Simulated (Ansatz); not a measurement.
Runs of Ansatz 0.2.0 on Ta3AsAu2O13. The typed cell holds 19 atoms: a = 5.724 Å, b = 6.389 Å, c = 8.473 Å, α = 80.92°, β = 88.19°, γ = 78.31°. The cell was built by a generator and needn't be a form met in nature.

```tsv
task	level	potentials or basis	U	cell	k mesh	cutoff (eV)	basis error allowed	gap on the mesh (eV)	pressure (GPa)	largest force (eV/Å)
band structure	RPBE	all-electron LAPW, scalar-relativistic	-	as given	4 × 4 × 3	522	0.003 eV/atom	1.31	3.1	0.27
band structure	revPBE	all-electron LAPW, scalar-relativistic	-	as given	4 × 4 × 3	522	0.003 eV/atom	1.31	2.4	0.19
band structure	PBEsol	all-electron LAPW, scalar-relativistic	-	as given	4 × 4 × 3	522	0.003 eV/atom	(b)	-4.5	0.44
single point	PBE+U	all-electron LAPW, scalar-relativistic	Au d U = 6 eV, Ta d U = 6 eV	as given	4 × 4 × 3	522	0.003 eV/atom	(a)	2.4	0.37
projected density of states	PBE	all-electron LAPW, scalar-relativistic	-	as given	5 × 5 × 4	522	0.003 eV/atom	(c)	0.1	0.02
single point	PBE+U	all-electron LAPW, scalar-relativistic	Au d U = 3 eV, Ta d U = 3 eV	as given	4 × 4 × 3	522	0.003 eV/atom	1.43	1.1	0.18
single point	PBE	all-electron LAPW, scalar-relativistic	-	as given	4 × 4 × 3	522	0.003 eV/atom	1.29	0.1	0.02
relaxation of cell and atoms	PBE	all-electron PAW datasets made for the crystal	-	relaxed	3 × 3 × 2	-	-	1.33	0.0	0.01
band structure	LDA	all-electron LAPW, scalar-relativistic	-	as given	4 × 4 × 3	522	0.003 eV/atom	1.22	-8.4	0.83
```

Alike in all rows: no spin polarisation; smearing fermi-dirac 0.05 eV.

Question: Fill in the values left out.

Answer: (a) 1.44; (b) 1.26; (c) 1.30.

Caveats: spin-orbit coupling is left out, which moves the levels of the heavy elements; an odd mesh through Γ misses points on the zone boundary, where band edges often lie (some runs); U is the effective U less J, on atomic orbitals that reach past the spheres (some runs).

A k mesh can miss the band edges, and the runs leave out spin-orbit coupling on As, Au, Ta.

Not every run made on this cell is shown here.
